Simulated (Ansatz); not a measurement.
# Li3ZrN2: the cost of one run

Method: DFT PBE, scalar-relativistic, plane waves, PAW, in Ansatz 0.2.0.

## 1. The starting structure

The structure is hexagonal, space group P-6m2 (No. 187). The conventional cell has a = 3.243 Å, b = 3.243 Å, c = 7.886 Å, α = 90.00°, β = 90.00°, γ = 120.00°. Around Li (site symmetry 3m) lie 1 Li at 1.82 Å and 3 Zr at 2.08 Å and 3 N at 2.52 Å. Li (site symmetry -6m2) has 6 N at 2.31 Å in its first shell of neighbours. Around Zr (site symmetry -6m2) lie 6 Li at 2.08 Å and 2 N at 2.59 Å. N (site symmetry 3m) has 6 Li at 2.31 to 2.52 Å and 1 Zr at 2.59 Å in its first shell of neighbours.

Structure file:

```
Li Zr N
1.0
     3.24260    0.00000    0.00000
    -1.62130    2.80817    0.00000
     0.00000    0.00000    7.88609
Li Zr N
3 1 2
Direct
  0.66667 0.33333 0.88488
  0.66667 0.33333 0.11512
  0.66667 0.33333 0.50000
  0.33333 0.66667 0.00000
  0.33333 0.66667 0.32855
  0.33333 0.66667 0.67145
```

Recipe of the guess: random cell by space group and Wyckoff sites (P-6m2, No. 187). The dimensions are guesses.

## 2. The guess as it stands, on a coarse mesh

Input file input.yaml:

```yaml
crystal:
  lattice:
    - [3.24259956, 0.0, 0.0]
    - [-1.62129978, 2.8081736, 0.0]
    - [0.0, 0.0, 7.8860903]
  atoms:
    - { symbol: Li, position: [0.66666667, 0.33333333, 0.88488199] }
    - { symbol: Li, position: [0.66666667, 0.33333333, 0.11511801] }
    - { symbol: Li, position: [0.66666667, 0.33333333, 0.5] }
    - { symbol: Zr, position: [0.33333333, 0.66666667, 0.0] }
    - { symbol: "N", position: [0.33333333, 0.66666667, 0.32854974] }
    - { symbol: "N", position: [0.33333333, 0.66666667, 0.67145026] }
basis:
  ecutwfc: 420
kpoints:
  mp_grid: { grid: [6, 6, 2] }
hamiltonian:
  xc: pbe
scf:
  occupations: { method: gaussian, width: 0.1 }
  lower_state_search: "off"
output:
  forces: true
  stress: true
  eigenvalues: true
```

On the command line:

```sh
> ansatz run input.yaml --threads 1 --pin off --max-ram 2560MiB --backend cpu --events-out ev --progress --plain --runs-dir out
```

**Question.** How long does this run take on 1 thread of Intel Xeon at 2.50GHz (Skylake/Cascade Lake), shared host, and how much memory does it need?

About 4.7 s, with a peak of 0.33 GiB.
